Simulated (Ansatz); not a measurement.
**GaAsH₂ (triplet): the correlation ladder, cc-pVDZ**

An exercise on one series of results from a longer session: the logs are not shown, and one member is left open.

Method: cc-pVDZ, core rule «outside noble gas», up to 28 orbitals frozen; program: Ansatz 0.2.0, Gaussian basis.

Plan: UHF; CCSD(T) on ROHF; CCSD(T) on UHF; BCCD(T) on ROHF; CISD as a restricted active space (open shells left free, so some higher excitations enter); CCSDT(Q) on ROHF; CCSDT(Q) on UHF; CCSDTQ on ROHF.

14 further runs of the same task are left out: 8 for a known fault of the program, 6 set aside as unsound or not needed. Runs told in other sessions of the task aren't counted.

**What is computed**

The geometry is a PBE0/def2-TZVP stationary point (not a proven minimum). No spin-orbit coupling is included. The filled d shell of Ga, As may be among the frozen orbitals whatever the setting's name suggests.

4 atoms, charge 0, spin multiplicity 3.

Atoms are counted from 1 here; the program's logs count them from 0.

Bond lengths: Ga1–As2 2.473 Å, Ga1–H3 1.608 Å, As2–H4 1.527 Å. Angles: As2–Ga1–H3 116.3°, Ga1–As2–H4 93.5°.

The first run:

Input file in.yaml:

```yaml
crystal:
  periodic: [false, false, false]
  atoms:
    - {symbol: Ga, position_ang: [0.000000, -0.061519, 1.274398]}
    - {symbol: As, position_ang: [0.000000, 0.058800, -1.195307]}
    - {symbol: H, position_ang: [0.000000, 1.343482, 2.055926]}
    - {symbol: H, position_ang: [0.000000, -1.458691, -1.361996]}
basis:
  gaussian: {orbitals: cc-pVDZ}
magnetization: {spin_polarized: true, initial_magnetization: 2}
hamiltonian: {xc: hf}
output: {orbitals: {seedname: orbitals}}
```

Started as:

```bash
> ansatz run in.yaml --threads 1 --pin off --events-out ev --progress --plain --max-ram 4096MiB --backend cpu
```

Among the steps run: UHF; CCSD(T) on ROHF; CCSD(T) on UHF; BCCD(T) on ROHF; CISD as a restricted active space (open shells left free, so some higher excitations enter); CCSDT(Q) on ROHF; CCSDT(Q) on UHF; CCSDTQ on ROHF.

One table of the session follows, with a row left open; its other results are not shown here.

It belongs to the step «Misses and costs». 

```
   method  from RCCSDTQ (meV)
     ROHF             +4893.9
      UHF             +4744.5
     RMP2             +1063.8
     UMP2                   ?
    RCCSD              +173.7
    UCCSD              +160.5
 RCCSD(T)               +38.2
 UCCSD(T)               +30.6
  BCCD(T)               +38.1
   RCCSDT                +8.2
   UCCSDT                +0.1
RCCSDT(Q)                +0.8
UCCSDT(Q)                -7.4
  RCCSDTQ                   0
```

Estimate the missing values for UMP2.

As computed: from RCCSDTQ (meV): +1066.1. In the column «from RCCSDTQ (meV)» it lies between RMP2 (+1063.8) and UHF (+4744.5).

Limits of these values: Restricted and unrestricted rows rest on different reference determinants; a gap between their highest levels can come from leftover correlation error, from unlike frozen cores or from another state.
